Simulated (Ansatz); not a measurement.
# CaO3: the cost of one run

Method: DFT PBE, scalar-relativistic, plane waves, PAW, in Ansatz 0.2.0.

3 further runs of the same task are left out: 1 that didn't finish, 2 set aside as unsound or not needed.

## Step 1: The starting structure

It takes space group P6_3/mmc (No. 194, hexagonal). Conventional cell: a = 5.295 Å, b = 5.295 Å, c = 4.250 Å, α = 90.00°, β = 90.00°, γ = 120.00°. Ca (site symmetry -6m2) is surrounded by 12 O at 2.62 to 2.65 Å. O (site symmetry mm2) is surrounded by 4 Ca at 2.62 to 2.65 Å and 8 O at 2.62 to 2.65 Å.

Coordinates:

```
CELL_PARAMETERS angstrom
5.29454 0.00000 0.00000
-2.64727 4.58521 0.00000
0.00000 0.00000 4.24969
ATOMIC_POSITIONS crystal
Ca 0.33333 0.66667 0.25000
Ca 0.66667 0.33333 0.75000
O 0.83300 0.66600 0.25000
O 0.16700 0.83300 0.75000
O 0.33400 0.16700 0.25000
O 0.16700 0.33400 0.75000
O 0.83300 0.16700 0.25000
O 0.66600 0.83300 0.75000
```

This is candidate A: Ni3Sn (D0_19) type (P6_3/mmc, No. 194).

(A quick probe on a coarse mesh, which set the mesh and smearing, is not shown.)

## Step 3: Coarse relaxation (candidate A)

input.yaml reads:

```yaml
crystal:
  lattice:
    - [5.2945418704, 0.0, 0.0]
    - [-2.6472709352, 4.5852077612, 0.0]
    - [0.0, 0.0, 4.2496867582]
  atoms:
    - { symbol: Ca, position: [0.3333333333, 0.6666666667, 0.25] }
    - { symbol: Ca, position: [0.6666666667, 0.3333333333, 0.75] }
    - { symbol: O, position: [0.833, 0.666, 0.25], spin: 1.46 }
    - { symbol: O, position: [0.167, 0.833, 0.75], spin: 1.46 }
    - { symbol: O, position: [0.334, 0.167, 0.25], spin: 1.46 }
    - { symbol: O, position: [0.167, 0.334, 0.75], spin: 1.46 }
    - { symbol: O, position: [0.833, 0.167, 0.25], spin: 1.46 }
    - { symbol: O, position: [0.666, 0.833, 0.75], spin: 1.46 }
basis:
  ecutwfc: 420
kpoints:
  mp_grid: { grid: [6, 6, 4] }
hamiltonian:
  xc: pbe
scf:
  occupations: { method: gaussian, width: 0.1 }
  lower_state_search: "off"
output:
  forces: true
  stress: true
  eigenvalues: true
  populations: true
magnetization:
  spin_polarized: true
relax:
  adjacent_minimum: "off"
  f_tol: 0.04
  max_steps: 70
  cell: { stress_tol: 0.4 }
```

Command:

```console
ansatz run input.yaml --threads 1 --pin off --max-ram 2560MiB --backend cpu --events-out ev --progress --plain --runs-dir out
```

Q: Estimate wall time and peak memory on 1 thread of Arm Neoverse V2, shared host.

About 2 min, with a peak of 0.43 GiB.
